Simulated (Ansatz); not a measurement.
# F₂GeH₂O: a relaxed scan of the bond length Ge2–F4

How does the energy rise as the bond length Ge2–F4 leaves its equilibrium value, and do density functionals follow CCSD(T)? At each value the rest of the molecule is relaxed at PBE0-D4 with the distance held.

Program: Ansatz 0.2.0, Gaussian basis. Level of theory: single points in def2-TZVPP. These are calculated values, not measurements.

Levels: PBE-D4, r2SCAN-D4, PBE0-D4, B3LYP-D4, wB97M-V, Hartree-Fock, MP2, CCSD, CCSD(T). The scan takes 1.479, 1.530, 1.604, 1.691, 1.787, 1.890, 2.000, 2.116, 2.236 Å.

Cores are frozen in the correlated methods. Filled d shells of the heavier atoms are correlated. B3LYP uses VWN-RPA correlation.

19 further runs of the same task are left out: 19 set aside as unsound or not needed.

## 1. Where the work starts

The minimum, relaxed at PBE0-D4: SMILES `[OH][GeH]([F])[F]`, 6 atoms, charge 0, spin multiplicity 1.

Atoms are counted from 1 here; the program's logs count them from 0.

Bond lengths: O1–Ge2 1.742 Å, O1–H5 0.961 Å, Ge2–F3 1.720 Å, Ge2–F4 1.720 Å, Ge2–H6 1.516 Å. Angles: Ge2–O1–H5 114.0°, O1–Ge2–F3 109.3°, O1–Ge2–F4 109.3°, O1–Ge2–H6 111.4°, F3–Ge2–F4 103.5°, F3–Ge2–H6 111.5°, F4–Ge2–H6 111.5°.

Coordinates:

```
O     0.0864    1.0490   -0.9099
Ge    0.0759   -0.1023    0.3968
F     1.0428   -1.4591   -0.0315
F    -1.5023   -0.7681    0.5564
H    -0.2077    0.6880   -1.7510
H     0.5468    0.5284    1.6929
```

Energies of the minimum (eV), from earlier single points: PBE-D4 -64022.13221, r2SCAN-D4 -64034.59823, PBE0-D4 -64023.51588, B3LYP-D4 -64039.35940, wB97M-V -64032.94543, CCSD(T) -63988.61761.

At the minimum the bond length Ge2–F4 is 1.720 Å.

## 2. Ge2–F4 = 1.479 Å

Input file relax/in.yaml:

```yaml
crystal:
  periodic: [false, false, false]
  atoms:
    - {symbol: O, position_ang: [0.086389, 1.048992, -0.909910]}
    - {symbol: Ge, position_ang: [0.075943, -0.102265, 0.396820]}
    - {symbol: F, position_ang: [1.042831, -1.459139, -0.031509]}
    - {symbol: F, position_ang: [-1.280876, -0.674671, 0.534057]}
    - {symbol: H, position_ang: [-0.207652, 0.688041, -1.750968]}
    - {symbol: H, position_ang: [0.546843, 0.528434, 1.692919]}
basis:
  gaussian: {orbitals: def2-TZVP}
hamiltonian: {xc: pbe0, dispersion: d4}
relax: {f_tol: 0.005, max_steps: 200, constraints: [{distance: [1, 3]}]}
```

The command line of these runs was not kept.

The runs that follow: Ge2–F4 = 1.530 Å; Ge2–F4 = 1.604 Å; Ge2–F4 = 1.691 Å; Ge2–F4 = 1.787 Å; Ge2–F4 = 1.890 Å; Ge2–F4 = 2.000 Å; Ge2–F4 = 2.116 Å; Ge2–F4 = 2.236 Å.

What does the calculation give? Wanted: highest point, CCSD(T); lowest point, CCSD(T); minimum along the scan, CCSD(T); RMS deviation from CCSD(T); largest T1 diagnostic.

As calculated:

```
                       quantity                                                                                                                      value
         highest point, CCSD(T)                                                                                                        1.829 eV at 2.236 Å
          lowest point, CCSD(T)                                                                                                        0.000 eV at 1.720 Å
minimum along the scan, CCSD(T)                                                                                                                    1.715 Å
                curvature there                                                                                                                 30.9 eV/Å²
     RMS deviation from CCSD(T)  PBE-D4 0.211, r2SCAN-D4 0.066, PBE0-D4 0.048, B3LYP-D4 0.119, wB97M-V 0.050, Hartree-Fock 0.170, MP2 0.014, CCSD 0.039 eV
          largest T1 diagnostic                                                                                                                      0.015
```

What this shows: A polynomial through the near points puts the CCSD(T) minimum 0.005 Å below the PBE0-D4 value. It is steeper on the short side than on the long one. Curvature against CCSD(T): PBE-D4 -16 %, Hartree-Fock +14 %. Best along the scan: MP2. Worst: PBE-D4.
